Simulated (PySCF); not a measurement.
# One shape, several levels: C2HBF2 (SMILES C#CB(F)F)

Aim: a comparison of 5 runs (HF/def2-SVP, HF/6-31+G*, HF/cc-pVTZ, B3LYP/6-31G*) of C2HBF2. The job is set up through a Python script.

The results are computed with PySCF 2.14.0.

## (1) The structure to begin with

The species is C2HBF2 (6 atoms), meant as a singlet with charge 0. SMILES: `C#CB(F)F`. The coordinates come from a PBE0-D4/def2-TZVP relaxation.

Bond lengths: C1–C2 1.203 Å, C2–B3 1.521 Å, B3–F4 1.316 Å, B3–F5 1.316 Å, C1–H6 1.066 Å. Angles: C1–C2–B3 180.0°, C2–B3–F4 121.1°, C2–B3–F5 121.1°, F4–B3–F5 117.8°, C2–C1–H6 180.0°.

## (2) Energy and gradient at HF/def2-SVP (run 1)

Input file run.py:

```python
from pyscf import gto

system = gto.M(
    atom='''
C       -0.883700       0.450800       1.253400
C       -0.218600       0.106200       0.311700
B        0.622000      -0.329200      -0.878400
F        0.153600      -1.179500      -1.766600
F        1.841700       0.131700      -1.054100
H       -1.473000       0.756000       2.087900
''',
    verbose=3,
    basis='def2-svp',
    max_memory=1860,
    charge=0,
)

myscf = system.RHF()
myscf.conv_tol = 1e-10
myscf.kernel()
if not myscf.converged:
    myscf = myscf.newton().run(myscf.mo_coeff, myscf.mo_occ)

e_final = myscf.e_tot
print('E(%s) = %.9f' % ('HF', e_final))
grad = myscf.nuc_grad_method().kernel()
myscf.analyze()
```

Launch:

```console
$ OMP_NUM_THREADS=1 python run.py
```

The log of the run:

```text
converged SCF energy = -299.718691733881
E(HF) = -299.718691734
--------------- RHF gradients ---------------
         x                y                z
0 C    -0.0100900172     0.0052384423     0.0142771895
1 C     0.0156274302    -0.0081112248    -0.0221319014
2 B    -0.0114190039     0.0060115465     0.0162905248
3 F    -0.0050019083    -0.0075891019    -0.0073641911
4 F     0.0106314687     0.0045852085    -0.0007212402
5 H     0.0002520305    -0.0001348707    -0.0003503816
----------------------------------------------
**** MO energy ****
MO #1   energy= -26.3145598198344  occ= 2
MO #2   energy= -26.3144797416723  occ= 2
MO #3   energy= -11.2776531212349  occ= 2
MO #4   energy= -11.2442867895891  occ= 2
MO #5   energy= -7.75088430898402  occ= 2
MO #6   energy= -1.63019796341294  occ= 2
MO #7   energy= -1.59752669038066  occ= 2
MO #8   energy= -1.04215933173217  occ= 2
MO #9   energy= -0.839056877408848 occ= 2
MO #10  energy= -0.791920581078548 occ= 2
MO #11  energy= -0.774111793213566 occ= 2
MO #12  energy= -0.733306269747796 occ= 2
MO #13  energy= -0.72412687983771  occ= 2
MO #14  energy= -0.667727852706542 occ= 2
MO #15  energy= -0.660058800861769 occ= 2
MO #16  energy= -0.626869360405886 occ= 2
MO #17  energy= -0.436724484077948 occ= 2
MO #18  energy= -0.432501614620976 occ= 2
MO #19  energy= 0.0893677139066709 occ= 0
MO #20  energy= 0.163417840485891  occ= 0
MO #21  energy= 0.19397218408743   occ= 0
MO #22  energy= 0.202792323993401  occ= 0
MO #23  energy= 0.274608052713107  occ= 0
MO #24  energy= 0.31235604486669   occ= 0
MO #25  energy= 0.347651259952494  occ= 0
MO #26  energy= 0.411830712387586  occ= 0
MO #27  energy= 0.44358668042012   occ= 0
MO #28  energy= 0.487557548591214  occ= 0
MO #29  energy= 0.684438524264046  occ= 0
MO #30  energy= 0.693357978429121  occ= 0
MO #31  energy= 0.706882558364887  occ= 0
MO #32  energy= 0.71487583819605   occ= 0
MO #33  energy= 0.795825340912637  occ= 0
MO #34  energy= 0.845909386078126  occ= 0
MO #35  energy= 0.877888185336862  occ= 0
MO #36  energy= 0.900100235608785  occ= 0
MO #37  energy= 1.06880573969961   occ= 0
MO #38  energy= 1.21742468754724   occ= 0
MO #39  energy= 1.2468717397013    occ= 0
MO #40  energy= 1.29788348670021   occ= 0
MO #41  energy= 1.34405318983912   occ= 0
MO #42  energy= 1.36722068182015   occ= 0
MO #43  energy= 1.45926000376919   occ= 0
MO #44  energy= 1.50440108316526   occ= 0
MO #45  energy= 1.59718371136515   occ= 0
MO #46  energy= 1.6250348647692    occ= 0
MO #47  energy= 1.62518368130738   occ= 0
MO #48  energy= 1.62553575544584   occ= 0
MO #49  energy= 1.66842003262061   occ= 0
MO #50  energy= 1.68255382555302   occ= 0
MO #51  energy= 1.75541568462018   occ= 0
MO #52  energy= 1.79604086626884   occ= 0
MO #53  energy= 1.83410797695079   occ= 0
MO #54  energy= 1.85545659842202   occ= 0
MO #55  energy= 2.01190194500052   occ= 0
MO #56  energy= 2.01827861272887   occ= 0
MO #57  energy= 2.1857025269299    occ= 0
MO #58  energy= 2.2285560592099    occ= 0
MO #59  energy= 2.24856454194222   occ= 0
MO #60  energy= 2.34611707388539   occ= 0
MO #61  energy= 2.42592659232638   occ= 0
MO #62  energy= 3.09890287870609   occ= 0
MO #63  energy= 3.09963702009712   occ= 0
MO #64  energy= 3.14118746929419   occ= 0
MO #65  energy= 3.410216707178     occ= 0
MO #66  energy= 3.42029882498028   occ= 0
MO #67  energy= 3.4338820478476    occ= 0
MO #68  energy= 3.48058177797502   occ= 0
MO #69  energy= 3.69426987690947   occ= 0
MO #70  energy= 3.69584847836339   occ= 0
MO #71  energy= 3.7911869923062    occ= 0
MO #72  energy= 3.99716466961562   occ= 0
MO #73  energy= 4.21091141402117   occ= 0
MO #74  energy= 4.22212239020835   occ= 0
MO #75  energy= 4.29436345814911   occ= 0
 ** Mulliken atomic charges  **
charge of    0C =     -0.07994
charge of    1C =     -0.18221
charge of    2B =      0.74392
charge of    3F =     -0.32275
charge of    4F =     -0.32267
charge of    5H =      0.16365
Dipole moment(X, Y, Z, Debye): -1.23737,  0.64173,  1.75294
```

Wall time 8.1 s (1 thread of Intel Xeon at 2.50GHz (Skylake/Cascade Lake), shared host); peak memory 0.15 GiB.

## (3) Energy and gradient at HF/6-31+G(d) (spherical functions) (run 2)

Input file input.py:

```python
from pyscf import gto

system = gto.M(
    atom='''
C     -0.883700     0.450800     1.253400
C     -0.218600     0.106200     0.311700
B      0.622000    -0.329200    -0.878400
F      0.153600    -1.179500    -1.766600
F      1.841700     0.131700    -1.054100
H     -1.473000     0.756000     2.087900
''',
    verbose=3,
    basis='6-31+g*',
    max_memory=1860,
    spin=0,
)

mf = system.RHF()
mf.conv_tol = 1e-10
mf.kernel()
if not mf.converged:
    mf = mf.newton().run(mf.mo_coeff, mf.mo_occ)

e_final = mf.e_tot
print('E = %.10f Eh' % e_final)
grad = mf.nuc_grad_method().kernel()
dip = mf.dip_moment()
pop, q = mf.mulliken_pop()
```

Launch:

```console
$ OMP_NUM_THREADS=1 python input.py
```

The log of the run:

```text
converged SCF energy = -299.964883606136
E = -299.9648836061 Eh
--------------- RHF gradients ---------------
         x                y                z
0 C    -0.0093588308     0.0048594126     0.0132411617
1 C     0.0161979648    -0.0084059559    -0.0229394263
2 B    -0.0067479869     0.0035905319     0.0096761295
3 F    -0.0027108220    -0.0043242942    -0.0042891452
4 F     0.0060465546     0.0025094983    -0.0005479561
5 H    -0.0034268796     0.0017708073     0.0048592365
----------------------------------------------
Dipole moment(X, Y, Z, Debye): -1.26389,  0.65546,  1.79053
 ** Mulliken pop  **
pop of  0 C 1s            1.99790
pop of  0 C 2s            0.69449
pop of  0 C 3s            0.50541
pop of  0 C 4s           -0.23719
pop of  0 C 2px           0.63891
pop of  0 C 2py           0.55111
pop of  0 C 2pz           0.70191
pop of  0 C 3px           0.37784
pop of  0 C 3py           0.36165
pop of  0 C 3pz           0.35545
pop of  0 C 4px           0.04936
pop of  0 C 4py           0.02604
pop of  0 C 4pz           0.07579
pop of  0 C 3dxy          0.00389
pop of  0 C 3dyz          0.00697
pop of  0 C 3dz^2         0.00948
pop of  0 C 3dxz          0.00997
pop of  0 C 3dx2-y2       0.00372
pop of  1 C 1s            1.99797
pop of  1 C 2s            0.66448
pop of  1 C 3s            0.65863
pop of  1 C 4s           -0.07036
pop of  1 C 2px           0.63636
pop of  1 C 2py           0.59178
pop of  1 C 2pz           0.72498
pop of  1 C 3px           0.30155
pop of  1 C 3py           0.39491
pop of  1 C 3pz           0.20408
pop of  1 C 4px           0.13385
pop of  1 C 4py           0.07777
pop of  1 C 4pz           0.21665
pop of  1 C 3dxy          0.00282
pop of  1 C 3dyz          0.00590
pop of  1 C 3dz^2         0.00726
pop of  1 C 3dxz          0.00748
pop of  1 C 3dx2-y2       0.00391
pop of  2 B 1s            1.99802
pop of  2 B 2s            0.50995
pop of  2 B 3s            0.04130
pop of  2 B 4s           -0.04346
pop of  2 B 2px           0.45816
pop of  2 B 2py           0.30458
pop of  2 B 2pz           0.45287
pop of  2 B 3px          -0.08607
pop of  2 B 3py          -0.02189
pop of  2 B 3pz          -0.03813
pop of  2 B 4px          -0.00188
pop of  2 B 4py          -0.00403
pop of  2 B 4pz           0.00127
pop of  2 B 3dxy          0.03675
pop of  2 B 3dyz          0.02784
pop of  2 B 3dz^2         0.03464
pop of  2 B 3dxz          0.04576
pop of  2 B 3dx2-y2       0.03826
pop of  3 F 1s            1.99788
pop of  3 F 2s            0.92795
pop of  3 F 3s            1.02950
pop of  3 F 4s           -0.00376
pop of  3 F 2px           1.14830
pop of  3 F 2py           1.07727
pop of  3 F 2pz           1.08897
pop of  3 F 3px           0.71213
pop of  3 F 3py           0.66618
pop of  3 F 3pz           0.65957
pop of  3 F 4px           0.04764
pop of  3 F 4py           0.04286
pop of  3 F 4pz           0.03510
pop of  3 F 3dxy          0.00217
pop of  3 F 3dyz          0.00397
pop of  3 F 3dz^2         0.00305
pop of  3 F 3dxz          0.00270
pop of  3 F 3dx2-y2       0.00231
pop of  4 F 1s            1.99788
pop of  4 F 2s            0.92795
pop of  4 F 3s            1.02946
pop of  4 F 4s           -0.00372
pop of  4 F 2px           1.04076
pop of  4 F 2py           1.12057
pop of  4 F 2pz           1.15325
pop of  4 F 3px           0.59918
pop of  4 F 3py           0.71158
pop of  4 F 3pz           0.72701
pop of  4 F 4px           0.03587
pop of  4 F 4py           0.04759
pop of  4 F 4pz           0.04214
pop of  4 F 3dxy          0.00431
pop of  4 F 3dyz          0.00056
pop of  4 F 3dz^2         0.00177
pop of  4 F 3dxz          0.00318
pop of  4 F 3dx2-y2       0.00438
pop of  5 H 1s            0.49733
pop of  5 H 2s            0.16850
 ** Mulliken atomic charges  **
charge of    0C =     -0.13269
charge of    1C =     -0.56001
charge of    2B =      1.24606
charge of    3F =     -0.44380
charge of    4F =     -0.44373
charge of    5H =      0.33417
```

Wall time 17 s (1 thread of Intel Xeon at 2.50GHz (Skylake/Cascade Lake), shared host); peak memory 0.19 GiB.

Runs 3 to 4 aren't shown in full; the table further down has their settings and results.

## (4) Energy and forces at B3LYP/6-31G(d) (Cartesian functions) (run 5)

Input file input.py:

```python
import pyscf.grad
from pyscf import gto, dft

molecule = gto.M(
    atom=[
    ('C', (-0.883700, 0.450800, 1.253400)),
    ('C', (-0.218600, 0.106200, 0.311700)),
    ('B', (0.622000, -0.329200, -0.878400)),
    ('F', (0.153600, -1.179500, -1.766600)),
    ('F', (1.841700, 0.131700, -1.054100)),
    ('H', (-1.473000, 0.756000, 2.087900)),
],
    spin=0,
    max_memory=1860,
    basis='6-31g*',
    verbose=3,
    cart=True,
)

mf = dft.RKS(molecule, xc='b3lyp')
mf.conv_tol = 1e-10
mf.grids.level = 5
mf.kernel()
if not mf.converged:
    mf = mf.newton().run(mf.mo_coeff, mf.mo_occ)

e_tot = mf.e_tot
print('Final energy', e_tot)
grad = mf.Gradients().kernel()
dip = mf.dip_moment()
pop, q = mf.mulliken_pop()
```

Launch:

```console
$ OMP_NUM_THREADS=1 python input.py
```

The log of the run:

```text
converged SCF energy = -301.406196287931
Final energy -301.40619628793104
--------------- RKS gradients ---------------
         x                y                z
0 C     0.0092816141    -0.0048021504    -0.0131472125
1 C    -0.0094117603     0.0048644736     0.0133182581
2 B     0.0034560026    -0.0016924665    -0.0047638090
3 F     0.0027784612     0.0047203166     0.0048021348
4 F    -0.0068197952    -0.0027069327     0.0007964481
5 H     0.0007102572    -0.0003705688    -0.0010010055
----------------------------------------------
Dipole moment(X, Y, Z, Debye): -0.98986,  0.51333,  1.40234
 ** Mulliken pop  **
pop of  0  C 1s           1.99187
pop of  0  C 2s           0.72182
pop of  0  C 3s           0.60789
pop of  0  C 2px          0.66592
pop of  0  C 2py          0.59144
pop of  0  C 2pz          0.72331
pop of  0  C 3px          0.32141
pop of  0  C 3py          0.36251
pop of  0  C 3pz          0.22065
pop of  0  C 3dxx        -0.00786
pop of  0  C 3dxy         0.00259
pop of  0  C 3dxz         0.00757
pop of  0  C 3dyy        -0.02135
pop of  0  C 3dyz         0.00461
pop of  0  C 3dzz         0.01218
pop of  1  C 1s           1.99224
pop of  1  C 2s           0.70545
pop of  1  C 3s           0.72797
pop of  1  C 2px          0.66570
pop of  1  C 2py          0.61694
pop of  1  C 2pz          0.74206
pop of  1  C 3px          0.19952
pop of  1  C 3py          0.32611
pop of  1  C 3pz          0.06104
pop of  1  C 3dxx        -0.01232
pop of  1  C 3dxy         0.00194
pop of  1  C 3dxz         0.00527
pop of  1  C 3dyy        -0.02058
pop of  1  C 3dyz         0.00416
pop of  1  C 3dzz        -0.00061
pop of  2  B 1s           1.99242
pop of  2  B 2s           0.54099
pop of  2  B 3s           0.19001
pop of  2  B 2px          0.50349
pop of  2  B 2py          0.36473
pop of  2  B 2pz          0.50063
pop of  2  B 3px          0.09848
pop of  2  B 3py          0.12220
pop of  2  B 3pz          0.14119
pop of  2  B 3dxx         0.02920
pop of  2  B 3dxy         0.03433
pop of  2  B 3dxz         0.04010
pop of  2  B 3dyy         0.00172
pop of  2  B 3dyz         0.02565
pop of  2  B 3dzz         0.01484
pop of  3  F 1s           1.99292
pop of  3  F 2s           0.96162
pop of  3  F 3s           0.86836
pop of  3  F 2px          1.15415
pop of  3  F 2py          1.08379
pop of  3  F 2pz          1.09687
pop of  3  F 3px          0.68488
pop of  3  F 3py          0.64242
pop of  3  F 3pz          0.63160
pop of  3  F 3dxx         0.01862
pop of  3  F 3dxy         0.00201
pop of  3  F 3dxz         0.00244
pop of  3  F 3dyy         0.02554
pop of  3  F 3dyz         0.00334
pop of  3  F 3dzz         0.02534
pop of  4  F 1s           1.99292
pop of  4  F 2s           0.96163
pop of  4  F 3s           0.86828
pop of  4  F 2px          1.05448
pop of  4  F 2py          1.12392
pop of  4  F 2pz          1.15645
pop of  4  F 3px          0.57167
pop of  4  F 3py          0.68793
pop of  4  F 3pz          0.69918
pop of  4  F 3dxx         0.03387
pop of  4  F 3dxy         0.00390
pop of  4  F 3dxz         0.00313
pop of  4  F 3dyy         0.01934
pop of  4  F 3dyz         0.00056
pop of  4  F 3dzz         0.01651
pop of  5  H 1s           0.51027
pop of  5  H 2s           0.28267
 ** Mulliken atomic charges  **
charge of    0C =     -0.20455
charge of    1C =     -0.01487
charge of    2B =      0.40005
charge of    3F =     -0.19390
charge of    4F =     -0.19377
charge of    5H =      0.20706
```

Run time: 35 s. Hardware: 1 thread of Intel Xeon at 2.50GHz (Skylake/Cascade Lake), shared host; peak memory 0.76 GiB.

## (5) The series

| run | level | integration grid | Cartesian functions | energy (Eh) | dipole moment (D) | HOMO energy (eV) | LUMO energy (eV) | wall time |
| --- | --- | --- | --- | --- | --- | --- | --- | --- |
| 1 | HF/def2-SVP | – | no | -299.718692 | 2.24 | -11.77 | 2.43 | 8.1 s |
| 2 | HF/6-31+G* (spherical functions) | – | no | -299.964884 | 2.29 | -11.74 | 1.32 | 17 s |
| 3 | HF/cc-pVTZ | – | no | -300.071642 | 2.18 | -11.73 | 2.32 | 86 s |
| 4 | B3LYP/6-31G* (spherical functions) | 5 | no | -301.401702 | 1.79 | -8.19 | -1.19 | 34 s |
| 5 | B3LYP/6-31G* (Cartesian functions) | 5 | yes | -301.406196 | 1.79 | -8.20 | -1.20 | 35 s |

## (6) Outcome

| quantity | value |
| --- | --- |
| run 5: total energy | -301.40620 Eh |
| run 5: dipole moment | 1.79 D |
| run 5: HOMO energy | -8.20 eV |
| run 5: LUMO energy | -1.20 eV |
| run 5: HOMO–LUMO gap | 7.00 eV |
| run 5: largest force on an atom | 0.875 eV/Å |

In words: The dipole moment (its size) runs from 1.79 D (B3LYP/6-31G*) to 2.29 D (HF/6-31+G*). The two ends differ in method and basis. The HOMO–LUMO gap runs from 7.00 eV (B3LYP/6-31G*) to 14.20 eV (HF/def2-SVP). All runs together took 3 min, the longest 86 s.
